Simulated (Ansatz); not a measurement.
**TiOF (sextet): B2PLYP, RPA-PBE over vertical spin and charge gaps, def2-SVP**

Aim: run TiOF (sextet) with these functionals over vertical spin and charge gaps, and hold them against the top wave-function level at the same points.

The runs use Ansatz 0.2.0, Gaussian basis; def2-SVP, all electrons in the functionals, frozen cores in the correlation of double hybrids and RPA.

Plan: B2PLYP, RPA-PBE, at charge 0, sextet; charge 0, quartet; charge 0, octet; charge 1, quintet; charge 1, septet.

11 further runs of the same task are left out: 9 for a known fault of the program, 2 set aside as unsound or not needed.

## 1. The system

The geometry is a PBE0/def2-TZVP stationary point (not a proven minimum).

3 atoms, charge 0, spin multiplicity 6.

Atoms are counted from 1 here; the program's logs count them from 0.

Bond lengths: Ti1–O2 2.575 Å, Ti1–F3 1.807 Å. Angles: O2–Ti1–F3 180.0°.

No dispersion term is added.

The geometry shown and the zero of energy belong to the point charge 0, sextet. The yardstick, UCCSD(T), and other wave-function levels (R restricted, U unrestricted, valence and pair active spaces) come from earlier runs.

## 2. B2PLYP, charge 0, sextet

Input file in.yaml:

```yaml
crystal:
  periodic: [false, false, false]
  atoms:
    - {symbol: Ti, position_ang: [0.000000, 0.000000, 0.256100]}
    - {symbol: O, position_ang: [0.000000, 0.000000, -2.318800]}
    - {symbol: F, position_ang: [0.000000, 0.000000, 2.062700]}
basis:
  gaussian: {orbitals: def2-SVP}
magnetization: {spin_polarized: true, initial_magnetization: 5}
hamiltonian: {xc: {name: B2PLYP}}
correlation: {electrons: outside_noble_gas}
```

Started as:

```console
$ ansatz run in.yaml --threads 1 --pin off --events-out ev --progress --plain --max-ram 2816MiB --backend cpu
```

The log of the run:

```text
Functional definition: B2PLYP
  name "B2PLYP"
  cite "Grimme, J. Chem. Phys. 124, 034108 (2006) doi:10.1063/1.2148954"
  cite "Becke, Phys. Rev. A 38, 3098 (1988) doi:10.1103/PhysRevA.38.3098"
  cite "Lee, Yang & Parr, Phys. Rev. B 37, 785 (1988) doi:10.1103/PhysRevB.37.785"
  parameter a = 0.53
  parameter c = 0.27
  exchange = (1 - a)*b88_x + a*exact_x
  correlation = (1 - c)*lyp_c + c*(mp2_os + mp2_ss)
602 factors; integrals over basis functions are off by at most 1.2e-3 eV
mean field evaluation 1: about -27851.2268 eV, gradient 2.3e1 eV
mean field evaluation 2: about -27851.2665 eV, gradient 2.3e1 eV
mean field evaluation 4: about -27853.5114 eV, gradient 3.6e0 eV
mean field evaluation 8: about -27853.6238 eV, gradient 1.2e-1 eV
mean field evaluation 16: about -27853.6240 eV, gradient 8.3e-4 eV
mean field evaluation 32: about -27853.7508 eV, gradient 2.2e0 eV
mean field evaluation 64: about -27853.8187 eV, gradient 8.7e-1 eV
mean field evaluation 96: about -27826.6654 eV, gradient 3.0e1 eV
mean field -27853.90347569 eV, -1023.6120726776 hartree, gradient 6.6e-6 eV, S^2 8.757609; 8 other end points of the search recorded, 0 dependent functions left out
11 core orbitals not correlated: weight in the atoms' cores, before any rotation towards them, 0.972 or more for the frozen orbitals, at most 0.025 for the correlated occupied ones
reference -27853.90362594 eV, -1023.6120781994 hartree; 11, 6 occupied and 37, 42 virtual orbitals, 602 factors
second order -10.92580331 eV of doubles, -0.00000000 eV of singles
Total energy: -27856.85359284 eV, -1023.7204874832 hartree
```

Run time: 10 s. Hardware: 1 thread of AMD EPYC 7R13, shared host.

From the report: ⟨S²⟩ of the determinant 8.758 (pure sextet: 8.75).

## 3. B2PLYP, charge 0, quartet

in.yaml: that of step 2 with these lines changed.

```diff
@@ -8,3 +8,3 @@
   gaussian: {orbitals: def2-SVP}
-magnetization: {spin_polarized: true, initial_magnetization: 5}
+magnetization: {spin_polarized: true, initial_magnetization: 3}
 hamiltonian: {xc: {name: B2PLYP}}
```

The command is unchanged.

The log of the run, shortened:

```text
Functional definition: B2PLYP
  name "B2PLYP"
  cite "Grimme, J. Chem. Phys. 124, 034108 (2006) doi:10.1063/1.2148954"
  cite "Becke, Phys. Rev. A 38, 3098 (1988) doi:10.1103/PhysRevA.38.3098"
  cite "Lee, Yang & Parr, Phys. Rev. B 37, 785 (1988) doi:10.1103/PhysRevB.37.785"
[...]
602 factors; integrals over basis functions are off by at most 1.2e-3 eV
[...]
mean field -27855.50903256 eV, -1023.6710758043 hartree, gradient 2.1e-10 eV, S^2 3.759777; 14 other end points of the search recorded, 0 dependent functions left out
11 core orbitals not correlated: weight in the atoms' cores, before any rotation towards them, 0.975 or more for the frozen orbitals, at most 0.023 for the correlated occupied ones
reference -27855.50921678 eV, -1023.6710825745 hartree; 10, 7 occupied and 38, 41 virtual orbitals, 602 factors
second order -12.61556024 eV of doubles, -0.00000000 eV of singles
Total energy: -27858.91541805 eV, -1023.7962581623 hartree
```

It took 95 s on 1 thread of AMD EPYC 7R13, shared host.

From the report: ⟨S²⟩ of the determinant 3.760 (pure quartet: 3.75).

From charge 0, sextet: -47.5 kcal/mol.

## 4. B2PLYP, charge 0, octet

in.yaml: that of step 3 with these lines changed.

```diff
@@ -8,3 +8,3 @@
   gaussian: {orbitals: def2-SVP}
-magnetization: {spin_polarized: true, initial_magnetization: 3}
+magnetization: {spin_polarized: true, initial_magnetization: 7}
 hamiltonian: {xc: {name: B2PLYP}}
```

The command is unchanged.

The log of the run, shortened:

```text
Functional definition: B2PLYP
  name "B2PLYP"
  cite "Grimme, J. Chem. Phys. 124, 034108 (2006) doi:10.1063/1.2148954"
  cite "Becke, Phys. Rev. A 38, 3098 (1988) doi:10.1103/PhysRevA.38.3098"
  cite "Lee, Yang & Parr, Phys. Rev. B 37, 785 (1988) doi:10.1103/PhysRevB.37.785"
[...]
602 factors; integrals over basis functions are off by at most 1.2e-3 eV
[...]
mean field -27846.14646171 eV, -1023.3270076718 hartree, gradient 1.6e-6 eV, S^2 15.756635; 11 other end points of the search recorded, 0 dependent functions left out
11 core orbitals not correlated: weight in the atoms' cores, before any rotation towards them, 0.502 or more for the frozen orbitals, at most 0.490 for the correlated occupied ones
reference -27846.14659118 eV, -1023.3270124299 hartree; 12, 5 occupied and 36, 43 virtual orbitals, 602 factors
second order -8.67931868 eV of doubles, -0.00000000 eV of singles
Total energy: -27848.49000723 eV, -1023.4131313811 hartree
```

Wall time 44 s (1 thread of AMD EPYC 7R13, shared host).

From the report: ⟨S²⟩ of the determinant 15.757 (pure octet: 15.75).

From charge 0, sextet: +192.9 kcal/mol.

## 5. B2PLYP, charge 1, quintet

in.yaml: that of step 4 with these lines changed.

```diff
@@ -8,3 +8,4 @@
   gaussian: {orbitals: def2-SVP}
-magnetization: {spin_polarized: true, initial_magnetization: 7}
+total_charge: 1
+magnetization: {spin_polarized: true, initial_magnetization: 4}
 hamiltonian: {xc: {name: B2PLYP}}
```

Same command.

The log of the run, shortened:

```text
Functional definition: B2PLYP
  name "B2PLYP"
  cite "Grimme, J. Chem. Phys. 124, 034108 (2006) doi:10.1063/1.2148954"
  cite "Becke, Phys. Rev. A 38, 3098 (1988) doi:10.1103/PhysRevA.38.3098"
  cite "Lee, Yang & Parr, Phys. Rev. B 37, 785 (1988) doi:10.1103/PhysRevB.37.785"
[...]
602 factors; integrals over basis functions are off by at most 1.2e-3 eV
[...]
mean field -27847.85333907 eV, -1023.3897342580 hartree, gradient 3.8e-6 eV, S^2 6.008005; 8 other end points of the search recorded, 0 dependent functions left out
11 core orbitals not correlated: weight in the atoms' cores, before any rotation towards them, 0.981 or more for the frozen orbitals, at most 0.017 for the correlated occupied ones
reference -27847.85352099 eV, -1023.3897409433 hartree; 10, 6 occupied and 38, 42 virtual orbitals, 602 factors
second order -10.99356640 eV of doubles, -0.00000000 eV of singles
Total energy: -27850.82178392 eV, -1023.4988225939 hartree
```

Run time: 13 s. Hardware: 1 thread of AMD EPYC 7R13, shared host.

From the report: ⟨S²⟩ of the determinant 6.008 (pure quintet: 6.00).

From charge 0, sextet: +139.1 kcal/mol.

## 6. B2PLYP, charge 1, septet

in.yaml: that of step 5 with these lines changed.

```diff
@@ -9,3 +9,3 @@
 total_charge: 1
-magnetization: {spin_polarized: true, initial_magnetization: 4}
+magnetization: {spin_polarized: true, initial_magnetization: 6}
 hamiltonian: {xc: {name: B2PLYP}}
```

The command is unchanged.

The log of the run, shortened:

```text
Functional definition: B2PLYP
  name "B2PLYP"
  cite "Grimme, J. Chem. Phys. 124, 034108 (2006) doi:10.1063/1.2148954"
  cite "Becke, Phys. Rev. A 38, 3098 (1988) doi:10.1103/PhysRevA.38.3098"
  cite "Lee, Yang & Parr, Phys. Rev. B 37, 785 (1988) doi:10.1103/PhysRevB.37.785"
[...]
602 factors; integrals over basis functions are off by at most 1.2e-3 eV
[...]
mean field -27842.16133235 eV, -1023.1805568692 hartree, gradient 3.0e-10 eV, S^2 12.007487; 10 other end points of the search recorded, 0 dependent functions left out
11 core orbitals not correlated: weight in the atoms' cores, before any rotation towards them, 0.855 or more for the frozen orbitals, at most 0.141 for the correlated occupied ones
reference -27842.16146981 eV, -1023.1805619207 hartree; 11, 5 occupied and 37, 43 virtual orbitals, 602 factors
second order -8.41944371 eV of doubles, -0.00000000 eV of singles
Total energy: -27844.43471961 eV, -1023.2641023100 hartree
```

Wall time 49 s (1 thread of AMD EPYC 7R13, shared host).

From the report: ⟨S²⟩ of the determinant 12.007 (pure septet: 12.00).

From charge 0, sextet: +286.4 kcal/mol.

## 7. RPA-PBE, charge 0, sextet

Input file in.yaml:

```yaml
crystal:
  periodic: [false, false, false]
  atoms:
    - {symbol: Ti, position_ang: [0.000000, 0.000000, 0.256100]}
    - {symbol: O, position_ang: [0.000000, 0.000000, -2.318800]}
    - {symbol: F, position_ang: [0.000000, 0.000000, 2.062700]}
basis:
  gaussian: {orbitals: def2-SVP}
magnetization: {spin_polarized: true, initial_magnetization: 5}
hamiltonian: {xc: {name: PBE}}
correlation: {method: rpa, electrons: outside_noble_gas}
```

Launched as before.

The log of the run, shortened:

```text
Functional definition: PBE
  name "PBE"
  cite "Perdew, Burke & Ernzerhof, Phys. Rev. Lett. 77, 3865 (1996) doi:10.1103/PhysRevLett.77.3865"
  parent pbe
[...]
602 factors; integrals over basis functions are off by at most 1.2e-3 eV
[...]
mean field -27856.31090284 eV, -1023.7005439935 hartree, gradient 1.5e-6 eV, S^2 8.755823; 5 other end points of the search recorded, 0 dependent functions left out
11 core orbitals not correlated: weight in the atoms' cores, before any rotation towards them, 0.981 or more for the frozen orbitals, at most 0.017 for the correlated occupied ones
reference -27819.99824583 eV, -1022.3660784622 hartree; 11, 6 occupied and 37, 42 virtual orbitals, 602 factors
Total energy: -27836.37565312 eV, -1022.9679370791 hartree
```

It took 16 s on 1 thread of AMD EPYC 7R13, shared host.

From the report: ⟨S²⟩ of the determinant 8.756 (pure sextet: 8.75).

## 8. RPA-PBE, charge 0, quartet

in.yaml: that of step 7 with these lines changed.

```diff
@@ -8,3 +8,3 @@
   gaussian: {orbitals: def2-SVP}
-magnetization: {spin_polarized: true, initial_magnetization: 5}
+magnetization: {spin_polarized: true, initial_magnetization: 3}
 hamiltonian: {xc: {name: PBE}}
```

Launched as before.

The log of the run, shortened:

```text
Functional definition: PBE
  name "PBE"
  cite "Perdew, Burke & Ernzerhof, Phys. Rev. Lett. 77, 3865 (1996) doi:10.1103/PhysRevLett.77.3865"
  parent pbe
[...]
602 factors; integrals over basis functions are off by at most 1.2e-3 eV
[...]
mean field -27858.75564954 eV, -1023.7903867779 hartree, gradient 1.5e-6 eV, S^2 3.755553; 8 other end points of the search recorded, 0 dependent functions left out
11 core orbitals not correlated: weight in the atoms' cores, before any rotation towards them, 0.986 or more for the frozen orbitals, at most 0.013 for the correlated occupied ones
reference -27819.97503623 eV, -1022.3652255251 hartree; 10, 7 occupied and 38, 41 virtual orbitals, 602 factors
Total energy: -27838.45119319 eV, -1023.0442117699 hartree
```

Run time: 18 s. Hardware: 1 thread of AMD EPYC 7R13, shared host.

From the report: ⟨S²⟩ of the determinant 3.756 (pure quartet: 3.75).

From charge 0, sextet: -47.9 kcal/mol.

## 9. RPA-PBE, charge 0, octet

in.yaml: that of step 8 with these lines changed.

```diff
@@ -8,3 +8,3 @@
   gaussian: {orbitals: def2-SVP}
-magnetization: {spin_polarized: true, initial_magnetization: 3}
+magnetization: {spin_polarized: true, initial_magnetization: 7}
 hamiltonian: {xc: {name: PBE}}
```

Launched as before.

The log of the run, shortened:

```text
Functional definition: PBE
  name "PBE"
  cite "Perdew, Burke & Ernzerhof, Phys. Rev. Lett. 77, 3865 (1996) doi:10.1103/PhysRevLett.77.3865"
  parent pbe
[...]
602 factors; integrals over basis functions are off by at most 1.2e-3 eV
[...]
mean field -27848.37879642 eV, -1023.4090444593 hartree, gradient 9.6e-11 eV, S^2 15.753578; 17 other end points of the search recorded, 0 dependent functions left out
11 core orbitals not correlated: weight in the atoms' cores, before any rotation towards them, 0.868 or more for the frozen orbitals, at most 0.128 for the correlated occupied ones
reference -27811.61070039 eV, -1022.0578418523 hartree; 12, 5 occupied and 36, 43 virtual orbitals, 602 factors
Total energy: -27829.25592076 eV, -1022.7062917407 hartree
```

It took 1.8 min on 1 thread of AMD EPYC 7R13, shared host.

From the report: ⟨S²⟩ of the determinant 15.754 (pure octet: 15.75).

From charge 0, sextet: +164.2 kcal/mol.

## 10. RPA-PBE, charge 1, quintet

in.yaml: that of step 9 with these lines changed.

```diff
@@ -8,3 +8,4 @@
   gaussian: {orbitals: def2-SVP}
-magnetization: {spin_polarized: true, initial_magnetization: 7}
+total_charge: 1
+magnetization: {spin_polarized: true, initial_magnetization: 4}
 hamiltonian: {xc: {name: PBE}}
```

The command is unchanged.

The log of the run, shortened:

```text
Functional definition: PBE
  name "PBE"
  cite "Perdew, Burke & Ernzerhof, Phys. Rev. Lett. 77, 3865 (1996) doi:10.1103/PhysRevLett.77.3865"
  parent pbe
[...]
602 factors; integrals over basis functions are off by at most 1.2e-3 eV
[...]
mean field -27849.93670515 eV, -1023.4662965490 hartree, gradient 9.3e-6 eV, S^2 6.007661; 10 other end points of the search recorded, 0 dependent functions left out
11 core orbitals not correlated: weight in the atoms' cores, before any rotation towards them, 0.987 or more for the frozen orbitals, at most 0.012 for the correlated occupied ones
reference -27814.62442085 eV, -1022.1685940367 hartree; 10, 6 occupied and 38, 42 virtual orbitals, 602 factors
Total energy: -27830.33032025 eV, -1022.7457751939 hartree
```

It took 23 s on 1 thread of AMD EPYC 7R13, shared host.

From the report: ⟨S²⟩ of the determinant 6.008 (pure quintet: 6.00).

From charge 0, sextet: +139.4 kcal/mol.

## 11. RPA-PBE, charge 1, septet

in.yaml: that of step 10 with these lines changed.

```diff
@@ -9,3 +9,3 @@
 total_charge: 1
-magnetization: {spin_polarized: true, initial_magnetization: 4}
+magnetization: {spin_polarized: true, initial_magnetization: 6}
 hamiltonian: {xc: {name: PBE}}
```

The command is unchanged.

The log of the run, shortened:

```text
Functional definition: PBE
  name "PBE"
  cite "Perdew, Burke & Ernzerhof, Phys. Rev. Lett. 77, 3865 (1996) doi:10.1103/PhysRevLett.77.3865"
  parent pbe
[...]
602 factors; integrals over basis functions are off by at most 1.2e-3 eV
[...]
mean field -27844.04170467 eV, -1023.2496592771 hartree, gradient 2.0e-6 eV, S^2 12.004534; 8 other end points of the search recorded, 0 dependent functions left out
11 core orbitals not correlated: weight in the atoms' cores, before any rotation towards them, 0.959 or more for the frozen orbitals, at most 0.039 for the correlated occupied ones
reference -27808.03370352 eV, -1021.9263896420 hartree; 11, 5 occupied and 37, 43 virtual orbitals, 602 factors
Total energy: -27825.28169582 eV, -1022.5602416682 hartree
```

It took 24 s on 1 thread of AMD EPYC 7R13, shared host.

From the report: ⟨S²⟩ of the determinant 12.005 (pure septet: 12.00).

From charge 0, sextet: +255.8 kcal/mol.

## 12. Against the wave-function levels

No level is safe as a reference over these points; UCCSD(T) serves as a yardstick only. It comes from earlier runs at the same points. Energies in kcal/mol, counted from charge 0, sextet; blanks weren't run or aren't comparable.

```
   level  sextet to quartet  sextet to octet  ionisation to the quintet cation  ionisation to the septet cation
UCCSD(T)              -45.7            193.0                             133.5                            279.5
  B2PLYP              -47.5            192.9                             139.1                            286.4
 RPA-PBE              -47.9            164.2                             139.4                            255.8
```

Largest miss and mean time a point (UCCSD(T) took 1.7 min a point; shared hosts):

```
  level  largest miss (kcal/mol)                            where  time a point
 B2PLYP                     +6.9  ionisation to the septet cation          42 s
RPA-PBE                    -28.8                  sextet to octet          38 s
```

## 13. Outcome

| quantity | value |
| --- | --- |
| sextet to quartet, UCCSD(T) | -45.7 kcal/mol |
| sextet to octet, UCCSD(T) | 193.0 kcal/mol |
| ionisation to the quintet cation, UCCSD(T) | 133.5 kcal/mol |
| ionisation to the septet cation, UCCSD(T) | 279.5 kcal/mol |
| largest miss, B2PLYP | +6.9 kcal/mol (ionisation to the septet cation) |
| largest miss, RPA-PBE | -28.8 kcal/mol (sextet to octet) |

Of the functionals, B2PLYP keep the smallest largest miss at the points compared (at most 6.9 kcal/mol) and RPA-PBE strays most (28.8 kcal/mol, at sextet to octet). Functionals and the yardstick converge differently with the basis, so part of each miss in def2-SVP is the basis. The yardstick itself may be off where one determinant is a poor start.
